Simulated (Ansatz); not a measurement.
**SiBH₄SN: small, medium and large basis sets**

Aim: see how fast density functionals converge with the basis set for SiBH₄SN.

Method: one geometry, several basis sets; program: Ansatz 0.2.0, Gaussian basis.

The runs, in order: PBE0-D4/def2-SVP; ωB97M-V/def2-SVP; PBE0-D4/def2-QZVPP; ωB97M-V/def2-QZVPP; the functionals' def2-TZVPP values are taken from earlier runs.

### Step 1. The geometry

The geometry comes from an earlier relaxation with PBE0-D4 in a triple-zeta def2 set; it is a stationary point, not always the lowest conformer.

8 atoms, charge 0, spin multiplicity 1.

Atoms are counted from 1 here; the program's logs count them from 0.

Bond lengths: S1–B2 1.781 Å, S1–H5 1.347 Å, B2–N3 1.387 Å, B2–Si4 1.921 Å, N3–Si4 1.750 Å, N3–H6 1.008 Å, Si4–H7 1.485 Å, Si4–H8 1.485 Å. Angles: B2–S1–H5 97.6°, S1–B2–N3 140.6°, S1–B2–Si4 158.0°, N3–B2–Si4 61.4°, B2–N3–Si4 74.5°, B2–N3–H6 138.0°, Si4–N3–H6 147.5°, B2–Si4–N3 44.1°, B2–Si4–H7 125.0°, B2–Si4–H8 125.0°, N3–Si4–H7 115.8°, N3–Si4–H8 115.8°, H7–Si4–H8 109.9°.

### Step 2. PBE0-D4 in def2-SVP

Contents of in.yaml:

```yaml
crystal:
  periodic: [false, false, false]
  atoms:
    - {symbol: S, position_ang: [-0.755611, 2.043501, -1.141934]}
    - {symbol: B, position_ang: [-0.297916, 0.516978, -0.345906]}
    - {symbol: N, position_ang: [0.762486, -0.059163, 0.337426]}
    - {symbol: Si, position_ang: [-0.481143, -1.289246, 0.283212]}
    - {symbol: H, position_ang: [0.389377, 2.714690, -0.911219]}
    - {symbol: H, position_ang: [1.689832, 0.199223, 0.636099]}
    - {symbol: H, position_ang: [-1.060512, -1.679801, 1.593472]}
    - {symbol: H, position_ang: [-0.154412, -2.503282, -0.506950]}
basis:
  gaussian: {orbitals: def2-SVP}
hamiltonian: {xc: pbe0, dispersion: d4}
output: {orbitals: {seedname: orbitals}}
```

Launch:

```
> ansatz run in.yaml --threads 2 --pin off --events-out ev --progress --plain --max-ram 4352MiB
```

Further steps of the session: ωB97M-V in def2-SVP; PBE0-D4 in def2-QZVPP; ωB97M-V in def2-QZVPP.

Before running them: what should the planned runs give, taken together? Wanted: PBE0-D4: double and triple zeta above quadruple; ωB97M-V: double and triple zeta above quadruple.

As calculated:

| quantity | value |
| --- | --- |
| PBE0-D4: double and triple zeta above quadruple | 9.71, 0.73 eV |
| ωB97M-V: double and triple zeta above quadruple | 9.73, 0.68 eV |

In words: PBE0-D4 gains 8.99 eV from double to triple zeta, then 0.73 eV more. Total energies overstate the basis error of differences, where much of it tends to cancel. The LUMO of ωB97M-V is positive and keeps falling with the basis (1.95 to 1.01 eV): an unbound level that the basis holds in place.
